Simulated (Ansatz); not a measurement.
This script makes an atomisation energy of CH8GeOSi, SMILES C[SiH2][GeH2][OH] with the Ansatz DFT code, driven from Python.

The script, `ch8geosi_tae.py`:
```python
"""Atomisation energy of CH8GeOSi at the given geometry."""

from collections import Counter

import ansatz as az


def energy(molecule, charge=0, unpaired=0):
    calc = molecule.calculation().basis(gaussian="6-31G*").functional("r2scan0")
    if charge:
        calc = calc.charge(charge)
    if unpaired:
        calc = calc.spin("collinear", total=unpaired)
    return calc.run().report["free_energy_ev"]


def main() -> None:
    geometry = (
        az.Crystal.molecule()
        .atom("C", (-0.8645, 1.548, 0.1202))
        .atom("Si", (-0.1846, 0.12, 0.9933))
        .atom("Ge", (1.1169, -1.0651, -0.4904))
        .atom("O", (0.2393, -1.586, -1.8764))
        .atom("H", (-0.0936, 2.2372, -0.2809))
        .atom("H", (-1.5538, 2.1814, 0.8085))
        .atom("H", (-1.497, 1.2428, -0.7441))
        .atom("H", (-1.2253, -0.7258, 1.4767))
        .atom("H", (0.6363, 0.6037, 2.17))
        .atom("H", (2.3049, -0.1566, -0.95))
        .atom("H", (1.7274, -2.306, 0.2659))
        .atom("H", (-0.529, -2.1488, -1.4587))
    )

    # Hund ground states
    unpaired = {"C": 2, "Si": 2, "Ge": 2, "O": 2, "H": 1}
    counts = Counter(site.symbol for site in geometry.cartesian_sites)
    atom_energy = {s: energy(az.Crystal.molecule().atom(s, (0, 0, 0)), 0, unpaired[s]) for s in counts}
    whole = energy(geometry, 0, 0)
    for s, e in atom_energy.items():
        print(f"{s:2s} x{counts[s]}  {e:14.5f} eV")
    print(f"CH8GeOSi: {whole:.5f} eV")
    split = sum(counts[s] * e for s, e in atom_energy.items()) - whole
    print(f"atomisation energy (no zero-point term): {23.060548 * split:.1f} kcal/mol, {split / sum(counts.values()):.3f} eV an atom")


if __name__ == "__main__":
    main()
```

What does it cost to take this molecule apart into atoms?

897.1 kcal/mol from the electronic energies, without the zero-point term.

What the script printed:

Output of `python ch8geosi_tae.py`:
```text
C  x1     -1029.18038 eV
Si x1     -7872.81705 eV
Ge x1    -56507.38770 eV
O  x1     -2041.46916 eV
H  x8       -13.55743 eV
CH8GeOSi: -67598.21769 eV
atomisation energy (no zero-point term): 897.1 kcal/mol, 3.242 eV an atom
```

Notes:
- Total energies depend on the basis set; only differences at equal settings carry meaning.
- The geometry is a force-field or estimated start, not a minimum of this method, and the basis set is short of its limit. All parts are taken at fixed geometry, without zero-point energy.
- Run time: 10 s on 1 thread of Arm Neoverse V2, on a shared host, peak memory 0.3 GiB.
